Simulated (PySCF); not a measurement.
# C4N4O4Sn (Sn(NCO)4): the cost of one run

The runs use PySCF 2.14.0, with density-fitted response routines of our own; the level of theory stands in each step. All values are computed, except where a source is named. Atoms count from 0, in the outputs and in this text.

### Step 1. The molecule as given

13 atoms, charge 0, multiplicity 1; geometry from: GFN2-xTB. The atoms were then displaced at random by about 0.03 Å, so the start is not that level's minimum.

Bonds of the start (Å): Sn0–N1 1.91, Sn0–N4 1.90, Sn0–N7 2.03, Sn0–N10 1.91, N1–C2 1.19, C2–O3 1.15, N4–C5 1.19, C5–O6 1.19, N7–C8 1.19, C8–O9 1.14, N10–C11 1.16, C11–O12 1.20.

### Step 2. Relaxing the molecule at PBE0-D3(BJ)/def2-SVP

The job: settings as JSON, then the geometry in Å.

```
{"job": {"xc": "PBE0", "basis": "def2-SVP", "d3": "d3bj", "grid": 1, "maxiter": 40, "shake": 0.03, "kind": "geom"}, "charge": 0, "multiplicity": 1}
Sn     0.089280    -0.105250    -0.056710
N      0.192530    -0.223150     1.851770
C     -0.091390    -0.022090     2.986900
O     -0.095520     0.121120     4.131280
N      1.759570     0.255230    -0.898000
C      2.929470     0.121230    -1.032610
O      4.092730     0.010450    -1.245700
N     -1.106570     1.462410    -0.529380
C     -1.492470     2.523090    -0.894040
O     -1.899170     3.500740    -1.312370
N     -0.714970    -1.674610    -0.790120
C     -1.428610    -2.572570    -0.960950
O     -2.204250    -3.448720    -1.227850
```

The run is started by

```console
$ OMP_NUM_THREADS=1 python probes_run.py task.json out
```

One launch serves the whole session: the jobs run in the order shown.

**Question.** How long does this first job take on 1 thread of AMD EPYC 9R45, shared host, and how much memory does it need?

About 4.3 min, with a peak of 0.94 GiB.
